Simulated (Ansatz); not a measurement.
# GeH₂OS: functionals against CCSD(T) at one geometry

An exercise on one series of results from a longer session: the logs are not shown, and one member is left open.

Computed with Ansatz 0.2.0, Gaussian basis. Level: single points in def2-TZVPP.

Correlated methods freeze the cores. Filled d shells of the heavier atoms are correlated.

## The system as given

SMILES `[O]1[S][GeH2]1`, 5 atoms, charge 0, spin multiplicity 1.

Atoms are counted from 1 here; the program's logs count them from 0.

Bond lengths: O1–S2 1.853 Å, O1–Ge3 1.781 Å, S2–Ge3 2.148 Å, Ge3–H4 1.541 Å, Ge3–H5 1.631 Å. Angles: S2–O1–Ge3 72.4°, O1–S2–Ge3 52.2°, O1–Ge3–S2 55.3°, O1–Ge3–H4 109.4°, O1–Ge3–H5 106.3°, S2–Ge3–H4 123.4°, S2–Ge3–H5 115.5°, H4–Ge3–H5 121.0°.

As a file:

```xyz
5
charge 0, multiplicity 1
O    -0.20890   -0.38400    1.29520
S     1.40840   -0.97450    0.60990
Ge   -0.11610    0.15260   -0.40070
H    -1.25770   -0.49750   -1.20530
H     0.06580    1.77270   -0.36000
```

Set-up of the first run:

run/in.yaml

```yaml
crystal:
  periodic: [false, false, false]
  atoms:
    - {symbol: O, position_ang: [-0.208900, -0.384000, 1.295200]}
    - {symbol: S, position_ang: [1.408400, -0.974500, 0.609900]}
    - {symbol: Ge, position_ang: [-0.116100, 0.152600, -0.400700]}
    - {symbol: H, position_ang: [-1.257700, -0.497500, -1.205300]}
    - {symbol: H, position_ang: [0.065800, 1.772700, -0.360000]}
basis:
  gaussian: {orbitals: def2-TZVPP}
correlation: {method: ccsd_t}
output: {forces: true}
```

The command line of these runs was not kept.

Among the steps run: CCSD(T)/def2-TZVPP; PBE0-D4/def2-TZVPP; wB97M-V/def2-TZVPP; r2SCAN-D4/def2-TZVPP; PBE-D4/def2-TZVPP; SPW92/def2-TZVPP; wB97X-V/def2-TZVPP.

One of the session's tables, all rows but one given; the rest of the session is left out.

| method | RMS force component (eV/Å) | angle to CCSD(T) forces (°) | dipole (D) |
| --- | --- | --- | --- |
| CCSD(T) | 0.728 | reference | 3.01 |
| PBE0-D4 | 0.783 | 19.5 | 3.08 |
| wB97M-V | 0.812 | 16.9 | 3.15 |
| r2SCAN-D4 | 0.727 | 10.7 | 2.94 |
| PBE-D4 | ? | ? | ? |
| SPW92 | 0.729 | 20.8 | 2.87 |
| wB97X-V | 0.828 | 22.2 | 3.24 |

Estimate the missing values for PBE-D4.

As computed: RMS force component (eV/Å): 0.729; angle to CCSD(T) forces (°): 16.9; dipole (D): 2.81.
